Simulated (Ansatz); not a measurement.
# NiO: the cost of one run

Computed with Ansatz 0.2.0 (DFT PBE, scalar-relativistic, plane waves, PAW, unless a step's input says otherwise).

### 1 Starting point

The structure is trigonal, space group R-3m (No. 166). The conventional cell has a = 2.876 Å, b = 2.876 Å, c = 6.992 Å, α = 90.00°, β = 90.00°, γ = 120.00°. Ni (site symmetry -3m) is surrounded by 6 O at 2.03 Å. O (site symmetry -3m) is surrounded by 6 Ni at 2.03 Å.

Coordinates:

```
CELL_PARAMETERS angstrom
1.43814 0.83031 2.33081
-1.43814 0.83031 2.33081
0.00000 -1.66062 2.33081
ATOMIC_POSITIONS crystal
Ni 0.00000 0.00000 0.00000
O 0.50000 0.50000 0.50000
```

The moments start at Ni 2.00 μB.

### 2 First run, at the start cell

Input file input.yaml:

```yaml
crystal:
  lattice:
    - [1.43814037, 0.83031073, 2.33080596]
    - [-1.43814037, 0.83031073, 2.33080596]
    - [0.0, -1.66062146, 2.33080596]
  atoms:
    - { symbol: Ni, position: [1.0, 0.0, 0.0], spin: 2.0 }
    - { symbol: O, position: [0.5, 0.5, 0.5] }
basis:
  ecutwfc: 420
  ecutrho_ratio: 4
kpoints:
  mp_grid: { grid: [14, 14, 14] }
hamiltonian:
  xc: pbe
scf:
  occupations: { method: gaussian, width: 0.05 }
output:
  forces: true
  stress: true
  eigenvalues: true
  populations: true
magnetization:
  spin_polarized: true
relax:
  f_tol: 0.01
  max_steps: 60
  cell: { stress_tol: 0.04 }
```

On the command line:

```
> ansatz run input.yaml --threads 2 --pin off --max-ram 5120MiB --backend cpu --events-out ev --progress --plain --runs-dir out
```

What time and memory should one allow on 2 threads of Arm Neoverse V1, shared host?

About 71 s, with a peak of 0.49 GiB.
